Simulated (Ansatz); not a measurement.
## ClGeH3O, SMILES [OH][GeH2][Cl]: a single point from an input written key by key, step by step

With Ansatz 0.2.0, Python API.

At the Python prompt:
```pycon
>>> import ansatz as az
>>> import numpy as np
>>> import pandas as pd
>>> DECK = '''
... crystal:
...   periodic: [false, false, false]
...   atoms:
...     - { symbol: O, position_ang: [-0.6072, -1.3587, 0.0715] }
...     - { symbol: Ge, position_ang: [0.3129, 0.1816, 0.1585] }
...     - { symbol: Cl, position_ang: [-1.0345, 1.9038, 0.1601] }
...     - { symbol: H, position_ang: [-1.0516, -1.2369, -0.813] }
...     - { symbol: H, position_ang: [1.2649, 0.2622, -1.0832] }
...     - { symbol: H, position_ang: [1.1575, 0.184, 1.4599] }
... basis:
...   gaussian: { orbitals: def2-SVP }
... hamiltonian:
...   xc: r2scan
... output:
...   forces: true
... '''
>>> session = az.Session.from_yaml(DECK)
>>> rep = session.plan(threads=1).execute().report
>>> print('reference energy %16.6f eV' % rep['reference_energy_ev'])
reference energy    -71123.654296 eV
>>> print('total energy     %16.6f eV' % rep['free_energy_ev'])
total energy        -71123.654296 eV
>>> print('occupied orbitals outside the frozen core (up, down):', rep['n_occupied'], ' frozen:', rep['n_frozen'], ' virtual:', rep['n_virtual'])
occupied orbitals outside the frozen core (up, down): [30, 30]  frozen: 0  virtual: [49, 49]
>>> symbols = ['O', 'Ge', 'Cl', 'H', 'H', 'H']
>>> forces = np.array(rep['forces_ev_ang'])
>>> print('largest force', round(float(np.linalg.norm(forces, axis=1).max()), 4), 'eV/A, rms', round(float(np.sqrt((forces ** 2).mean())), 4))
largest force 1.7006 eV/A, rms 0.5739
>>> charges = rep['charge_distribution']
>>> table = pd.DataFrame({'atom': symbols, 'mulliken': charges['mulliken_charges_e'], 'lowdin': charges['lowdin_charges_e']})
>>> table.round(3)
  atom  mulliken  lowdin
0    O    -0.423   0.040
1   Ge     0.626  -0.054
2   Cl    -0.277   0.103
3    H     0.209   0.018
4    H    -0.078  -0.058
5    H    -0.056  -0.048
>>> print('dipole (e A):', np.round(charges['dipole_moment_e_ang'], 4) + 0.0)
dipole (e A): [ 0.1934 -0.0804 -0.2405]
```

What to keep in mind:
- Total energies depend on the basis set; only differences at equal settings carry meaning.
- The geometry is a force-field or estimated start, not a minimum of this method, and the basis set is short of its limit.
- The Löwdin charges here are taken after orthogonalising the functions within each atom; they differ from plain Löwdin charges, and their signs can be unphysical.
- Timing: 3.7 s on 1 thread of Arm Neoverse V2, with other jobs on the host, peak memory 0.22 GiB.
